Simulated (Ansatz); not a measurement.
# Al₂GaH (triplet): from Hartree-Fock to the top rungs at a displaced geometry (v1), cc-pVDZ

How much of the correlation energy of Al₂GaH (triplet) does each wave-function method recover here?

Method: cc-pVDZ, core rule «outside noble gas», up to 24 orbitals frozen; program: Ansatz 0.2.0, Gaussian basis.

To be run: UHF; CCSD(T) on ROHF; CCSD(T) on UHF; BCCD(T) on ROHF; CISD as a restricted active space (open shells left free, so some higher excitations enter); CCSDT(Q) on ROHF; CCSDT(Q) on UHF.

34 further runs of the same task are left out: 2 for a known fault of the program, 16 that didn't finish, 16 set aside as unsound or not needed. Runs told in other sessions of the task aren't counted.

### Step 1. What is computed

The geometry is a PBE0/def2-TZVP stationary point (not a proven minimum) with its atoms shifted at random (size 0.040 Å). No spin-orbit coupling is included. The filled d shell of Ga may be among the frozen orbitals whatever the setting's name suggests.

4 atoms, charge 0, spin multiplicity 3.

Atoms are counted from 1 here; the program's logs count them from 0.

Bond lengths: Al1–Al2 2.604 Å, Al1–H4 1.950 Å, Al2–Ga3 2.666 Å, Al2–H4 1.868 Å. Angles: Al2–Al1–H4 45.7°, Al1–Al2–Ga3 98.0°, Al1–Al2–H4 48.3°, Ga3–Al2–H4 49.8°, Al1–H4–Al2 86.0°.

### Step 2. UHF

Input file in.yaml:

```yaml
crystal:
  periodic: [false, false, false]
  atoms:
    - {symbol: Al, position_ang: [-0.025723, 0.631098, 2.613208]}
    - {symbol: Al, position_ang: [-0.026556, -1.278713, 0.842630]}
    - {symbol: Ga, position_ang: [0.021408, 0.242224, -1.346958]}
    - {symbol: H, position_ang: [-0.081369, 0.580474, 0.664832]}
basis:
  gaussian: {orbitals: cc-pVDZ}
magnetization: {spin_polarized: true, initial_magnetization: 2}
hamiltonian: {xc: hf}
output: {orbitals: {seedname: orbitals}}
```

Run with:

```bash
$ ansatz run in.yaml --threads 1 --pin off --events-out ev --progress --plain --max-ram 2393MiB
```

After this run come: CCSD(T) on ROHF; CCSD(T) on UHF; BCCD(T) on ROHF; CISD as a restricted active space (open shells left free, so some higher excitations enter); CCSDT(Q) on ROHF; CCSDT(Q) on UHF.

Before running them: what should the planned runs give, taken together? Wanted: RCCSDT(Q) from the RHF energy; RMP2 from RCCSDT(Q); UMP2 from RCCSDT(Q); RCCSD from RCCSDT(Q); RCCSD(T) from RCCSDT(Q); UCCSD(T) from RCCSDT(Q); UCCSDT(Q) from RCCSDT(Q); T1 diagnostic.

The runs gave:

| quantity | value |
| --- | --- |
| RCCSDT(Q) from the ROHF energy | -5.9467 eV |
| RMP2 from RCCSDT(Q) | +137.5 kJ/mol |
| UMP2 from RCCSDT(Q) | +156.6 kJ/mol |
| RCCSD from RCCSDT(Q) | +38.6 kJ/mol |
| RCCSD(T) from RCCSDT(Q) | +8.4 kJ/mol |
| UCCSD(T) from RCCSDT(Q) | +9.0 kJ/mol |
| UCCSDT(Q) from RCCSDT(Q) | -0.4 kJ/mol |
| levels within 1 kcal/mol (43 meV) | RCCSDT, UCCSDT, UCCSDT(Q) |
| T1 diagnostic | 0.033 |

What this shows: RCCSD(T) lands +8.4 kJ/mol from the yardstick (1.5 % of the correlation energy). These misses are within one basis, not against nature; the frozen cores of restricted and unrestricted runs differ, which can shift their rows.

With open shells the CI space here admits some higher excitations, so it is larger than plain CISD.
